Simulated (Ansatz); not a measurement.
# BCl3H2: the cost of one run

Program: Ansatz 0.2.0. Level of theory: RKS B3LYP/def2-SVP. These are calculated values, not measurements.

## 1. The structure to begin with

Bond lengths: B1–Cl2 2.210 Å, B1–Cl3 1.860 Å, B1–Cl4 1.860 Å, Cl2–H6 1.516 Å. Angles: B1–Cl2–H6 56.2°, Cl2–B1–Cl3 120.0°, Cl2–B1–Cl4 120.0°, Cl3–B1–Cl4 120.0°.

As a file:

```xyz
6

B     0.0000    0.0000    0.0000
Cl    0.0000    0.0000    2.2100
Cl    1.6108    0.0000   -0.9300
Cl   -1.6108    0.0000   -0.9300
H     0.0623   -1.4126    0.4698
H     0.0555   -1.2580    1.3665
```

## 2. Pulling towards end A

Springs on the bonds that form and break draw the guess towards this end; the thresholds are loose.

File input.yaml:

```yaml
crystal:
  periodic: [false, false, false]
  atoms:
    - { symbol: B, position_ang: [0.0, 0.0, 0.0] }
    - { symbol: Cl, position_ang: [0.0, 0.0, 2.21] }
    - { symbol: Cl, position_ang: [1.6108, 0.0, -0.93] }
    - { symbol: Cl, position_ang: [-1.6108, 0.0, -0.93] }
    - { symbol: H, position_ang: [0.0623, -1.4126, 0.4698] }
    - { symbol: H, position_ang: [0.0555, -1.258, 1.3665] }
basis:
  gaussian: { orbitals: def2-SVP }
hamiltonian:
  xc: b3lyp
relax:
  f_tol: 0.15
  max_steps: 25
  restrain:
    - { distance: [0, 4], at: 2.39, k: 30.0 }
    - { distance: [5, 1], at: 2.57, k: 30.0 }
    - { distance: [0, 1], at: 1.86, k: 30.0 }
    - { distance: [5, 4], at: 0.66, k: 30.0 }
output:
  orbitals: {}
```

The run is started by

```bash
> ansatz run input.yaml --threads 1 --pin off --max-ram 2048MiB --backend cpu --events-out ev --progress --plain --runs-dir out
```

What time and memory should one allow on 1 thread of Arm Neoverse V1, shared host?

About 21 s, with a peak of 0.15 GiB.
